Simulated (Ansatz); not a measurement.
NbTe under changes of volume

One of the cells (21.934 Å³/atom); the others are scaled copies at fixed shape and fractional positions:

```
Te Nb
1.0
     3.70297    0.00000    0.00000
    -1.85149    3.20687    0.00000
     0.00000    0.00000    3.69421
Te Nb
1 1
Direct
  0.66667 0.33333 0.00000
  0.00000 0.00000 0.50000
```

The cell comes from a database or a generator and needn't be the stable form of this composition.

* Program: Ansatz 0.2.0
* Functional: r2SCAN
* Potentials or basis: Ansatz PAW
* Cutoff: 500 eV (not typed: the program's choice for these potentials)
* k mesh: 8 × 8 × 7
* Occupations: fermi-dirac, width 0.05 eV
* Spin: no spin polarisation

| volume (Å³/atom) | energy over the lowest point (meV/atom) | pressure (GPa) |
| --- | --- | --- |
| 20.618 | ? | ? |
| 21.057 | 6.74 | 4.0 |
| 21.496 | 0.00 | 1.1 |
| 21.934 | 0.69 | -1.5 |
| 22.373 | 8.03 | -3.8 |
| 22.812 | 21.30 | -5.8 |
| 23.250 | 39.87 | -7.6 |

**Question.** What does the run at 20.618 Å³/atom give?

**Answer.** Energy over the lowest point 21.81 meV/atom; pressure 7.2 GPa.

Worked out: A Birch-Murnaghan fit of order 3 (a polynomial in V^(-2/3)) to the other rows has its minimum at 21.67 Å³/atom with B0 = V·E''(V) = 128 GPa and B' = 4.5 at fixed shape and positions, which overstates the stiffness. It gives 21.79 meV/atom at 20.618 Å³/atom, against the run's 21.81, and -dE/dV = 7.1 GPa, against 7.2.

Energies are extrapolated to zero smearing.

Caveats: the PAW data sets come from PBE, with cores solved anew for the run's functional, which leaves a small shift of forces and pressure.
